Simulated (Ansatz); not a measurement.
**TaH+ (doublet): from Hartree-Fock to the top rungs, def2-TZVPP**

One table from this session's results is given with a row withheld; the runs are named, their logs left out.

Computed with Ansatz 0.2.0, Gaussian basis. Level: def2-TZVPP, core rule «outside noble gas», up to 4 orbitals frozen.

The runs, in order: UHF; ROHF; CCSD(T) on UHF.

## What is computed

The geometry is a PBE0/def2-TZVP stationary point (not a proven minimum) of the parent state, kept for this charge and spin. No spin-orbit coupling is included. Elements past krypton take def2 core potentials.

2 atoms, charge 1, spin multiplicity 2.

Atoms are counted from 1 here; the program's logs count them from 0.

Bond lengths: Ta1–H2 1.734 Å.

The first run:

File in.yaml:

```yaml
crystal:
  periodic: [false, false, false]
  atoms:
    - {symbol: Ta, position_ang: [0.000000, 0.000000, 0.000000]}
    - {symbol: H, position_ang: [0.000000, 0.000000, 1.734000]}
basis:
  gaussian: {orbitals: def2-TZVPP}
total_charge: 1
magnetization: {spin_polarized: true, initial_magnetization: 1}
hamiltonian: {xc: hf}
output: {orbitals: {seedname: orbitals}}
```

The run is started by

```console
$ ansatz run in.yaml --threads 1 --pin off --events-out ev --progress --plain --max-ram 4096MiB --backend cpu
```

Steps of the session up to this table: UHF; ROHF; CCSD(T) on UHF.

One of the session's tables, all rows but one given; the rest of the session is left out.

| method | from UCCSD(T) (kJ/mol) |
| --- | --- |
| ROHF | +333.8 |
| UHF | ? |
| UMP2 | +65.5 |
| UCCSD | +12.2 |
| UCCSD(T) | 0 |

**Question.** Estimate the row for UHF.

The run gave: from UCCSD(T) (kJ/mol): +236.5. In the column «from UCCSD(T) (kJ/mol)» it lies between UMP2 (+65.5) and ROHF (+333.8).

The program flags UCCSD(T) as in doubt (see the logs), so the zero of the table is itself unsure.

To keep in mind: The determinant is far from a pure spin state, so its energy mixes those of several spin states (harmless only where they are near-degenerate, as at dissociation). The program flags UCCSD(T) as in doubt, so the zero of the table is itself unsure.
